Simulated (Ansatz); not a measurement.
# Cl3In: the cost of one run

Method: PBE0-D4/def2-TZVP structures, single points in def2-TZVPP, no counterpoise correction; program: Ansatz 0.2.0, Gaussian basis.

Levels: SPW92, PBE-D4, BLYP-D4, r2SCAN-D4, B97M-V, PBE0-D4, B3LYP-D4, r2SCAN0-D4, BHLYP-D4, CAM-B3LYP-D4, wB97X-V, wB97M-V, B2PLYP, PBE-QIDH, RPA on PBE, Hartree-Fock, MP2, CCSD, CCSD(T).

Cores are frozen in the correlated methods. Filled d shells of the heavier atoms are correlated. Core potentials replace the inner electrons past krypton, and spin-orbit coupling is left out. B3LYP uses VWN-RPA correlation. B2PLYP carries no dispersion term here.

88 further runs of the same task are left out: 88 set aside as unsound or not needed.

### 1 The starting structure

The complex: 6 atoms, charge 0, spin multiplicity 1.

Atoms are counted from 1 here; the program's logs count them from 0.

Bond lengths: In1–Cl2 2.323 Å, In1–Cl3 2.305 Å, In1–Cl4 2.305 Å, In1–Br6 2.939 Å, H5–Br6 1.429 Å. Angles: Cl2–In1–Cl3 118.7°, Cl2–In1–Cl4 118.7°, Cl2–In1–Br6 88.9°, Cl3–In1–Cl4 119.7°, Cl3–In1–Br6 98.9°, Cl4–In1–Br6 98.9°, In1–Br6–H5 85.0°.

Coordinates:

```
atom    x (Å)    y (Å)    z (Å)
 In1  -0.8780  -0.1016   0.0518
 Cl2  -0.4469   2.0885  -0.5930
 Cl3  -1.4621  -1.6371  -1.5645
 Cl4  -1.3644  -0.5293   2.2636
  H5   2.1330   0.7735  -0.2783
 Br6   2.0183  -0.5939   0.1204
```

Its parts: InCl₃ holds atoms 1, 2, 3, 4; HBr holds atoms 5, 6. Each part counts its atoms afresh in its own runs.

### 2 Relaxing InCl₃ alone

The input, relax-a/in.yaml:

```yaml
crystal:
  periodic: [false, false, false]
  atoms:
    - {symbol: In, position_ang: [-0.877979, -0.101647, 0.051832]}
    - {symbol: Cl, position_ang: [-0.446929, 2.088489, -0.592967]}
    - {symbol: Cl, position_ang: [-1.462094, -1.637117, -1.564464]}
    - {symbol: Cl, position_ang: [-1.364395, -0.529345, 2.263561]}
basis:
  gaussian: {orbitals: def2-TZVP}
hamiltonian: {xc: pbe0, dispersion: d4}
relax: {f_tol: 0.005, max_steps: 200}
```

On the command line:

```
> ansatz run in.yaml --threads 8 --pin off --events-out ev --progress --plain --max-ram 19148MiB
```

**Question.** How long does this run take on 8 threads of Arm Neoverse V1, shared host?

About 11 s.
